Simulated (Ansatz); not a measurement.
Predict the output of the script below (Ansatz's Python interface).

Script `run_deck.py`:
```python
'''Run AlBH4OSe from an input written out key by key.'''

import ansatz as az
import numpy as np

DECK = '''
crystal:
  periodic: [false, false, false]
  atoms:
    - { symbol: O, position_ang: [-1.6359, 1.2454, -0.5998] }
    - { symbol: Al, position_ang: [-0.0026, 1.1857, 0.1044] }
    - { symbol: B, position_ang: [1.0647, -0.5474, -0.1031] }
    - { symbol: Se, position_ang: [0.3845, -2.1142, -1.0633] }
    - { symbol: H, position_ang: [-2.2779, 0.9636, 0.0944] }
    - { symbol: H, position_ang: [0.6149, 2.4546, 0.8849] }
    - { symbol: H, position_ang: [2.2065, -0.6196, 0.3818] }
    - { symbol: H, position_ang: [-0.262, -2.6252, 0.2449] }
basis:
  gaussian: { orbitals: def2-SVP }
hamiltonian:
  xc: pbe0
output:
  forces: true
'''

session = az.Session.from_yaml(DECK)
data = session.plan(threads=1).execute().report

print('reference energy %16.6f eV' % data['reference_energy_ev'])
print('total energy     %16.6f eV' % data['free_energy_ev'])
print('occupied orbitals outside the frozen core (up, down):', data['n_occupied'], ' frozen:', data['n_frozen'], ' virtual:', data['n_virtual'])
symbols = ['O', 'Al', 'B', 'Se', 'H', 'H', 'H', 'H']
state = data['mean_field']['state']
print(f'mean field: {state["energy"]["hartree"]:.7f} Ha, <S^2> = {abs(state["spin_squared"]):.4f}, stability: {state.get("stability", {}).get("kind")}')

forces = np.array(data['forces_ev_ang'])
print('largest force', round(float(np.linalg.norm(forces, axis=1).max()), 4), 'eV/A, rms', round(float(np.sqrt((forces ** 2).mean())), 4))
charges = data['charge_distribution']
print('dipole moment', round(4.803205 * float(np.linalg.norm(charges['dipole_moment_e_ang'])), 3), 'D')
print('Mulliken:', [(s, round(q, 3)) for s, q in zip(symbols, charges['mulliken_charges_e'])])
```

```console
$ python run_deck.py
reference energy    -74708.409013 eV
total energy        -74708.409013 eV
occupied orbitals outside the frozen core (up, down): [32, 32]  frozen: 0  virtual: [66, 66]
mean field: -2745.4833921 Ha, <S^2> = 0.0000, stability: minimum
largest force 1.8583 eV/A, rms 0.7977
dipole moment 2.082 D
Mulliken: [('O', -0.48), ('Al', 0.71), ('B', -0.218), ('Se', -0.127), ('H', 0.183), ('H', -0.184), ('H', 0.029), ('H', 0.088)]
```

Total energies depend on the basis set; only differences at equal settings carry meaning. The geometry is a force-field or estimated start, not a minimum of this method, and the basis set is short of its limit. Wall time of the script: 4.7 s on 1 thread of Arm Neoverse V1, on a shared host, peak memory 0.25 GiB.
